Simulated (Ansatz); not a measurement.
HfIn4SiO6:

```
Hf In Si O
1.0
     2.71585   -4.70357    0.00833
     2.71585    4.70357    0.00833
    -1.87915    0.00000    7.40127
Hf In Si O
1 4 1 6
Direct
  0.78835 0.21165 0.00000
  0.62175 0.37825 0.50000
  0.45502 0.54498 0.00000
  0.28407 0.71593 0.50000
  0.95814 0.04186 0.50000
  0.12168 0.87832 0.00000
  0.06219 0.11415 0.86666
  0.88585 0.93781 0.13334
  0.79490 0.53784 0.86663
  0.46216 0.20510 0.13337
  0.15352 0.62879 0.13333
  0.37121 0.84648 0.86667
```

The cell was built by a generator and needn't be a form met in nature.

- Program: Ansatz 0.2.0
- Task: single point
- Functional: PBE
- Potentials or basis: Ansatz PAW
- Cutoff: 420 eV (not typed: the program's choice for these potentials)
- k mesh: 6 × 6 × 4
- Occupations: fermi-dirac, width 0.05 eV
- Spin: no spin polarisation

On this cell: pressure 0.0 GPa; largest force 0.013 eV/Å; band gap on the k mesh none (metal or under the smearing width).

The same run follows on a disturbed copy (atoms moved at random, drawn with an rms of 0.05 Å):

```xyz
12
Lattice="2.7159 -4.7036 0.0083 2.7159 4.7036 0.0083 -1.8792 0.0000 7.4013" Properties=species:S:1:pos:R:3 pbc="T T T"
Hf    2.7245   -2.7640    0.0666
In    1.7558   -1.0551    3.7035
In    2.7017    0.4292   -0.0220
In    1.7752    2.0391    3.7265
In    1.7534   -4.2984    3.6914
Si    2.6731    3.5645    0.0242
O    -1.1660    0.2569    6.3577
O     4.6850    0.2935    1.0064
O     2.0210   -1.1898    6.3768
O     1.5760   -1.2495    0.9675
O     1.8363    2.2573    1.0401
O     1.6711    2.2483    6.4334
```

Task: What changes?

Result: The energy (extrapolated to zero smearing) moves by +14.9 meV/atom; pressure -0.3 GPa; largest force 1.389 eV/Å; band gap on the k mesh none (metal or under the smearing width).

Forces in eV/Å, atoms in the order of the input:
```
Hf  -0.096  1.123 -0.812
In   0.073 -0.256  0.070
In  -0.073 -0.257 -0.419
In  -0.072  0.139  0.140
In   0.011  0.097  0.152
Si   0.608 -0.312 -0.861
O    0.043 -0.016  0.705
O    0.100 -0.948  0.175
O   -0.258 -0.135  0.786
O   -0.428  0.740  0.263
O    0.185  0.126 -0.307
O   -0.093 -0.301  0.108
```

Stress tensor (GPa, compression positive):
```
-0.11  0.43  0.14
 0.43  0.21  0.41
 0.14  0.41 -1.15
```
